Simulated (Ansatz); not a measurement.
# HfN (rocksalt): zero-pressure volume and bulk modulus with LDA

The task here is to estimate one member of a computed series from the others.

Method: DFT LDA, scalar-relativistic, plane waves, PAW, in Ansatz 0.2.0.

### The system as given

It takes space group Fm-3m (No. 225, cubic). The conventional cell has a = 4.518 Å, b = 4.518 Å, c = 4.518 Å, α = 90.00°, β = 90.00°, γ = 90.00°. Around Hf (site symmetry m-3m) lie 6 N at 2.26 Å. N (site symmetry m-3m) is surrounded by 6 Hf at 2.26 Å.

Structure file:

```cif
data_structure
_symmetry_space_group_name_H-M 'P 1'
_symmetry_Int_Tables_number 1
_cell_length_a 3.1947
_cell_length_b 3.1947
_cell_length_c 3.1947
_cell_angle_alpha 60.000
_cell_angle_beta 60.000
_cell_angle_gamma 60.000
_cell_volume 23.06
loop_
_atom_site_label
_atom_site_type_symbol
_atom_site_fract_x
_atom_site_fract_y
_atom_site_fract_z
_atom_site_occupancy
Hf1 Hf 0.50000 0.50000 0.50000 1
N1 N 0.00000 0.00000 0.00000 1
```

An earlier run on this cell at PBE gave 5.44 GPa at 11.528 Å³/atom (10×10×10 mesh), a metal on this mesh. The cell is compressed at this level.

The first run:

File input.yaml:

```yaml
crystal:
  lattice:
    - [0.0, 2.2590026142, 2.2590026142]
    - [2.2590026142, 0.0, 2.2590026142]
    - [2.2590026142, 2.2590026142, 0.0]
  atoms:
    - { symbol: Hf, position: [0.5, 0.5, 0.5] }
    - { symbol: "N", position: [0.0, 0.0, 0.0] }
basis:
  ecutwfc: 420
  ecutrho_ratio: 4
kpoints:
  mp_grid: { grid: [10, 10, 10] }
hamiltonian:
  xc: lda
scf:
  occupations: { method: gaussian, width: 0.05 }
output:
  forces: true
  stress: true
  eigenvalues: true
```

The run is started by

```
> ansatz run input.yaml --threads 4 --pin off --max-ram 8192MiB --backend cpu --events-out ev --progress --plain --runs-dir out
```

Steps of the session up to this table: At the given cell; Stepping to 10.808 Å³/atom; Stepping to 11.148 Å³/atom; Volume × 0.98 of the new zero; Volume × 1.02 of the new zero; Volume × 0.96 of the new zero; Volume × 1.04 of the new zero.

One table of the session follows, with a row left open; its other results are not shown here.

It belongs to the step «Energy and pressure against volume». 

| volume (Å³/atom) | energy (meV/atom) | pressure (GPa) |
| --- | --- | --- |
| 10.702 | 18.13 | 13.46 |
| 10.925 | 4.35 | 6.39 |
| 11.148 | 0.00 | 0.04 |
| 11.371 | ? | ? |
| 11.594 | 15.48 | -10.83 |

Q: Estimate the row for volume (Å³/atom) = 11.371 from the others.

Worked estimate for «energy (meV/atom)». A straight line through the neighbours (11.148, 0.00) and (11.594, 15.48) gives 0.00 + (15.48 − 0.00) × (11.371 − 11.148) / (11.594 − 11.148) = 7.74; a parabola fitted to 3 rows on both sides gives 3.71.

The run gave: energy (meV/atom): 4.02; pressure (GPa): -5.68. In «energy (meV/atom)» the line misses by +3.72 and the parabola by -0.31.
